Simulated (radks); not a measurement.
**Hg⁵²⁺ in [Ne] 3s2 3p4 3d10 4d2: an all-electron calculation**

The task here is to estimate one member of a computed series from the others.

The numbers are computed with radks (a radial shooting solver on a logarithmic mesh, Libxc functionals) version 1 (Dirac Kohn-Sham, SOGGA, spin-unpolarised, spherical densities, finite nucleus; open shells are shared between the two j in proportion to 2j + 1), except any that are marked as measured or tabulated.

**What is computed**

* element: mercury (Z = 80)
* charge: +52
* electrons: 28
* configuration: [Ne] 3s2 3p4 3d10 4d2
* nuclear rms radius: 5.4648 fm

Outer shells as boxes (Hund's rule):

Hg⁵²⁺
```
[Ne] core
3s [↑↓]
3p [↑↓][↑ ][↑ ]
3d [↑↓][↑↓][↑↓][↑↓][↑↓]
4d [↑ ][↑ ][  ][  ][  ]
```

Set-up of the first run:

The run's settings:

```text
Z 80
configuration [Ne] 3s2 3p4 3d10 4d2 4s0 4p0 4f0 5d0
relativity Dirac
functional sogga,pbe
spin unpolarised
j_filling average
nucleus finite rms 5.4648 fm
c 137.035999084
```

Among the steps run: Self-consistent calculation.

One table of the session follows, with a row left open; its other results are not shown here.

It belongs to the step «Shells». Radial moments (bohr):

```
level      <r>  outermost maximum (interpolated)  90 % within  nodes
1s1/2  0.01659                            0.0102       0.0304      0
2s1/2  0.06904                            0.0593        0.108      1
2p1/2  0.05670                            0.0435       0.0946      0
2p3/2  0.06530                            0.0510        0.106      0
3s1/2   0.1755                             0.165        0.257      2
3p1/2   0.1655                             0.153        0.248      1
3p3/2   0.1798                             0.168        0.268      1
3d3/2   0.1556                             0.130        0.240      0
3d5/2        ?                                 ?            ?      ?
4s1/2   0.3441                             0.343        0.487      3
4p1/2   0.3383                             0.337        0.484      2
4p3/2   0.3583                             0.358        0.510      2
4d3/2   0.3420                             0.338        0.497      1
4d5/2   0.3475                             0.344        0.505      1
4f5/2   0.3122                             0.275        0.457      0
4f7/2   0.3147                             0.277        0.460      0
5d3/2   0.5841                             0.614        0.824      2
5d5/2   0.5909                             0.622        0.833      2
```

Estimate the missing values for 3d5/2.

**Answer.** <r>: 0.1600; outermost maximum (interpolated): 0.134; 90 % within: 0.245; nodes: 0. In the column «<r>» it lies between 3d3/2 (0.1556) and 3p1/2 (0.1655).
